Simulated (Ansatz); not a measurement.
**C₃H₉BS₃: a ladder of functionals and wavefunction methods**

How much do the methods differ for C₃H₉BS₃? The plan is to run it at one geometry with functionals of several rungs and with coupled cluster. The yardstick is the atomisation energy at the CCSD(T) limit.

Method: functionals in def2-TZVPP, the program's frozen cores in correlated methods; program: Ansatz 0.2.0, Gaussian basis.

The runs, in order: LDA (SPW92), PBE-D4, revPBE-D4, BLYP-D4, r2SCAN-D4, B97M-V, PBE0-D4, B3LYP-D4, r2SCANh-D4, r2SCAN0-D4, HSE06-D4, BHLYP-D4, CAM-B3LYP-D4, LC-ωPBE, ωB97X-V, ωB97M-V, B2PLYP, PBE-QIDH; CCSD(T)/def2-SVP; CCSD(T)/def2-TZVPP; MP2/def2-QZVPP; extrapolation to the limit.

## (1) The relaxed structure

An earlier PBE0-D4 in a triple-zeta def2 set relaxation fixed the geometry.

16 atoms, charge 0, spin multiplicity 1.

Atoms are counted from 1 here; the program's logs count them from 0.

Bond lengths: C1–S2 1.808 Å, C1–H8 1.090 Å, C1–H9 1.089 Å, C1–H10 1.089 Å, S2–B3 1.796 Å, B3–S4 1.798 Å, B3–S6 1.807 Å, S4–C5 1.808 Å, C5–H11 1.089 Å, C5–H12 1.090 Å, C5–H13 1.089 Å, S6–C7 1.812 Å, C7–H14 1.088 Å, C7–H15 1.089 Å, C7–H16 1.090 Å. Angles: S2–C1–H8 106.7°, S2–C1–H9 110.9°, S2–C1–H10 110.8°, H8–C1–H9 109.1°, H8–C1–H10 109.7°, H9–C1–H10 109.6°, C1–S2–B3 105.2°, S2–B3–S4 119.4°, S2–B3–S6 112.3°, S4–B3–S6 128.3°, B3–S4–C5 106.0°, S4–C5–H11 111.6°, S4–C5–H12 106.5°, S4–C5–H13 110.1°, H11–C5–H12 109.0°, H11–C5–H13 110.2°, H12–C5–H13 109.3°, B3–S6–C7 105.7° and more.

## (2) LDA

This LDA is Slater exchange with PW92 correlation.

The input, in.yaml:

```yaml
crystal:
  periodic: [false, false, false]
  atoms:
    - {symbol: C, position_ang: [-0.499321, -3.178549, -0.661672]}
    - {symbol: S, position_ang: [-1.622938, -1.949506, 0.041318]}
    - {symbol: B, position_ang: [-0.685076, -0.418655, 0.074554]}
    - {symbol: S, position_ang: [1.093882, -0.466987, -0.181845]}
    - {symbol: C, position_ang: [1.574271, 1.206603, -0.668530]}
    - {symbol: S, position_ang: [-1.736856, 1.023183, 0.360231]}
    - {symbol: C, position_ang: [-0.722303, 2.189598, 1.304635]}
    - {symbol: H, position_ang: [-1.096707, -4.066256, -0.867538]}
    - {symbol: H, position_ang: [0.288932, -3.434939, 0.045073]}
    - {symbol: H, position_ang: [-0.056493, -2.812080, -1.586712]}
    - {symbol: H, position_ang: [1.866905, 1.805134, 0.192308]}
    - {symbol: H, position_ang: [2.429433, 1.102266, -1.335519]}
    - {symbol: H, position_ang: [0.758369, 1.689839, -1.203364]}
    - {symbol: H, position_ang: [0.029456, 1.658921, 1.885939]}
    - {symbol: H, position_ang: [-0.246240, 2.924972, 0.658109]}
    - {symbol: H, position_ang: [-1.398214, 2.703957, 1.987114]}
basis:
  gaussian: {orbitals: def2-TZVPP}
hamiltonian: {xc: lda}
output: {orbitals: {seedname: orbitals}}
```

Command:

```console
$ ansatz run in.yaml --threads 2 --pin off --events-out ev --progress --plain --max-ram 32768MiB --backend cuda --devices 0, --max-vram 18GiB
```

The runs that follow: PBE-D4 (GGA); revPBE-D4 (GGA); BLYP-D4 (GGA); r2SCAN-D4 (meta-GGA); B97M-V (meta-GGA); PBE0-D4 (hybrid); B3LYP-D4 (hybrid); r2SCANh-D4 (hybrid); r2SCAN0-D4 (hybrid); HSE06-D4 (hybrid); BHLYP-D4 (hybrid); CAM-B3LYP-D4 (range-separated); LC-ωPBE (range-separated); ωB97X-V (range-separated); ωB97M-V (range-separated); B2PLYP (double hybrid); PBE-QIDH (double hybrid); CCSD(T) in def2-SVP; CCSD(T) in def2-TZVPP; MP2 in def2-QZVPP.

Q: Predict the results of all the runs planned. Wanted: atomisation energy, CCSD(T)/CBS; farthest beyond LDA; mean size of error, GGA; mean size of error, meta-GGA; mean size of error, hybrid; mean size of error, range-separated; mean size of error, double hybrid; gap, smallest and largest; T1 diagnostic.

As calculated:

| quantity | value |
| --- | --- |
| atomisation energy, CCSD(T)/CBS | 5938.1 kJ/mol |
| functionals within 29.7 kJ/mol (0.5 %) | BLYP-D4, B3LYP-D4, r2SCAN0-D4, CAM-B3LYP-D4, PBE-QIDH |
| farthest beyond LDA | PBE-D4 (+156.6 kJ/mol) |
| mean size of error, GGA | 66.9 kJ/mol |
| mean size of error, meta-GGA | 64.7 kJ/mol |
| mean size of error, hybrid | 56.0 kJ/mol |
| mean size of error, range-separated | 30.4 kJ/mol |
| mean size of error, double hybrid | 39.7 kJ/mol |
| gap, smallest and largest | 3.96 eV (LDA (SPW92)), 10.75 eV (LC-ωPBE) |
| T1 diagnostic | 0.0129 |
| triples share of the correlation energy | 4.6 % |

In words: LDA overbinds by 878.6 kJ/mol (15 %). PBE-D4 is off by +156.6 kJ/mol. Double hybrids carry the basis error of their MP2 part in triple zeta, and no dispersion term here, so their miss is partly the set-up's. By mean error the best rung here is range-separated (30.4 kJ/mol) and the worst beyond LDA is GGA (66.9 kJ/mol). The gap between the best rungs is small, so their order is not settled. Misses under about 29.7 kJ/mol are within the doubt on the reference itself, which lacks core-valence correlation, relativity and higher excitations. Hartree-Fock recovers 74 % of the binding; the rest is correlation. CCSD(T) in def2-SVP is off by -314.2 kJ/mol, more than most functionals: a good method in a small basis is no reference. The gap grows from 4.0 to 10.7 eV across the functionals, mostly with the share of exact exchange.
